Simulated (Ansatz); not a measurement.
# C₄H₁₂Al₂F₂: vertical ionisation energy

One table from this session's results is given with a row withheld; the runs are named, their logs left out.

Method: unrestricted cation, the program's frozen cores in correlated methods; program: Ansatz 0.2.0, Gaussian basis.

The runs, in order: UKS PBE-D4/def2-TZVPP; UKS r2SCAN-D4/def2-TZVPP; UKS PBE0-D4/def2-TZVPP; UKS B3LYP-D4/def2-TZVPP; UKS wB97X-V/def2-TZVPP; UKS wB97M-V/def2-TZVPP; UKS B2PLYP/def2-TZVPP; UHF-MP2/def2-TZVPP; UHF-MP2/def2-QZVPP; then −ε(HOMO) from the neutral's earlier runs with LDA (SPW92), PBE-D4, revPBE-D4, BLYP-D4, r2SCAN-D4, B97M-V, PBE0-D4, B3LYP-D4, r2SCANh-D4, r2SCAN0-D4, HSE06-D4, BHLYP-D4, CAM-B3LYP-D4, LC-ωPBE, ωB97X-V, ωB97M-V.

1 further run of the same task is left out (it didn't finish).

### The relaxed structure

All runs share one geometry, relaxed beforehand with PBE0-D4 in a triple-zeta def2 set.

20 atoms, charge 0, spin multiplicity 1.

Atoms are counted from 1 here; the program's logs count them from 0.

Bond lengths: C1–C2 1.530 Å, C1–H9 1.094 Å, C1–H10 1.094 Å, C1–H11 1.094 Å, C2–Al3 1.945 Å, C2–H12 1.098 Å, C2–H13 1.098 Å, Al3–F4 1.833 Å, Al3–F8 1.833 Å, Al3–H14 1.577 Å, F4–Al5 1.834 Å, Al5–C6 1.949 Å, Al5–F8 1.834 Å, Al5–H15 1.578 Å, C6–C7 1.531 Å, C6–H16 1.097 Å, C6–H17 1.097 Å, C7–H18 1.094 Å and more. Angles: C2–C1–H9 111.7°, C2–C1–H10 111.7°, C2–C1–H11 112.1°, H9–C1–H10 106.9°, H9–C1–H11 107.0°, H10–C1–H11 107.0°, C1–C2–Al3 115.6°, C1–C2–H12 110.0°, C1–C2–H13 110.0°, Al3–C2–H12 108.0°, Al3–C2–H13 108.0°, H12–C2–H13 104.6°, C2–Al3–F4 110.3°, C2–Al3–F8 110.3°, C2–Al3–H14 127.7°, F4–Al3–F8 80.2°, F4–Al3–H14 109.1°, F8–Al3–H14 109.0° and more.

Geometry (Å):

| atom | x (Å) | y (Å) | z (Å) |
| --- | --- | --- | --- |
| C1 | 2.4012 | -0.1022 | 0.4441 |
| C2 | 2.5102 | -1.0361 | -0.7629 |
| Al3 | 0.8393 | -1.4245 | -1.6795 |
| F4 | -0.4913 | -1.7574 | -0.4633 |
| Al5 | -1.4912 | -0.2337 | -0.6696 |
| C6 | -1.3577 | 0.9253 | 0.8916 |
| C7 | -2.6885 | 1.5182 | 1.3607 |
| F8 | -0.1510 | 0.1058 | -1.8748 |
| H9 | 1.7418 | -0.5117 | 1.2143 |
| H10 | 1.9962 | 0.8744 | 0.1648 |
| H11 | 3.3721 | 0.0766 | 0.9155 |
| H12 | 2.9610 | -1.9902 | -0.4600 |
| H13 | 3.2119 | -0.6200 | -1.4976 |
| H14 | 0.6232 | -2.3423 | -2.9435 |
| H15 | -2.8053 | -0.5954 | -1.4645 |
| H16 | -0.8919 | 0.3585 | 1.7073 |
| H17 | -0.6471 | 1.7306 | 0.6677 |
| H18 | -3.4071 | 0.7395 | 1.6308 |
| H19 | -3.1602 | 2.1237 | 0.5817 |
| H20 | -2.5657 | 2.1607 | 2.2374 |

The first run:

in.yaml reads:

```yaml
crystal:
  periodic: [false, false, false]
  atoms:
    - {symbol: C, position_ang: [2.401222, -0.102167, 0.444050]}
    - {symbol: C, position_ang: [2.510181, -1.036067, -0.762913]}
    - {symbol: Al, position_ang: [0.839349, -1.424484, -1.679478]}
    - {symbol: F, position_ang: [-0.491316, -1.757372, -0.463276]}
    - {symbol: Al, position_ang: [-1.491161, -0.233653, -0.669630]}
    - {symbol: C, position_ang: [-1.357698, 0.925299, 0.891575]}
    - {symbol: C, position_ang: [-2.688476, 1.518237, 1.360703]}
    - {symbol: F, position_ang: [-0.150987, 0.105813, -1.874805]}
    - {symbol: H, position_ang: [1.741846, -0.511702, 1.214318]}
    - {symbol: H, position_ang: [1.996165, 0.874417, 0.164751]}
    - {symbol: H, position_ang: [3.372076, 0.076639, 0.915451]}
    - {symbol: H, position_ang: [2.960958, -1.990160, -0.460045]}
    - {symbol: H, position_ang: [3.211891, -0.620043, -1.497580]}
    - {symbol: H, position_ang: [0.623168, -2.342326, -2.943497]}
    - {symbol: H, position_ang: [-2.805278, -0.595446, -1.464549]}
    - {symbol: H, position_ang: [-0.891874, 0.358496, 1.707284]}
    - {symbol: H, position_ang: [-0.647074, 1.730642, 0.667699]}
    - {symbol: H, position_ang: [-3.407143, 0.739450, 1.630774]}
    - {symbol: H, position_ang: [-3.160164, 2.123726, 0.581720]}
    - {symbol: H, position_ang: [-2.565685, 2.160730, 2.237450]}
basis:
  gaussian: {orbitals: def2-TZVPP}
total_charge: 1
magnetization: {spin_polarized: true, initial_magnetization: 1}
hamiltonian: {xc: pbe, dispersion: d4}
```

The run is started by

```bash
$ ansatz run in.yaml --threads 2 --pin off --events-out ev --progress --plain --max-ram 22528MiB --backend cuda --devices 0, --max-vram 18GiB
```

Steps of the session up to this table: Cation, UKS PBE-D4/def2-TZVPP; Cation, UKS r2SCAN-D4/def2-TZVPP; Cation, UKS PBE0-D4/def2-TZVPP; Cation, UKS B3LYP-D4/def2-TZVPP; Cation, UKS wB97X-V/def2-TZVPP; Cation, UKS wB97M-V/def2-TZVPP; Cation, UKS B2PLYP (frozen core)/def2-TZVPP; Cation, UHF-MP2/def2-TZVPP; Cation, UHF-MP2/def2-QZVPP.

One table of the session follows, with a row left open; its other results are not shown here.

For comparison, −ε(HOMO) of the neutral from earlier runs:

```
  functional  −ε(HOMO) (eV)
 LDA (SPW92)           6.44
      PBE-D4           6.35
   revPBE-D4           6.31
     BLYP-D4           6.26
   r2SCAN-D4           6.62
      B97M-V           6.74
     PBE0-D4           7.63
    B3LYP-D4           7.44
  r2SCANh-D4           7.09
  r2SCAN0-D4           7.81
    HSE06-D4           7.23
    BHLYP-D4              ?
CAM-B3LYP-D4           9.02
     LC-ωPBE          10.37
     ωB97X-V          10.03
     ωB97M-V           9.86
```

**Question.** Estimate the row for BHLYP-D4.

Worked estimate for «−ε(HOMO) (eV)». Against the share of exact exchange, BLYP-D4 (0, 6.26), B3LYP-D4 (0.2, 7.44) give a slope of 5.90 per unit share; at 0.5 the line stands at 9.21.

As computed: −ε(HOMO) (eV): 8.85. In «−ε(HOMO) (eV)» the line misses by +0.36.
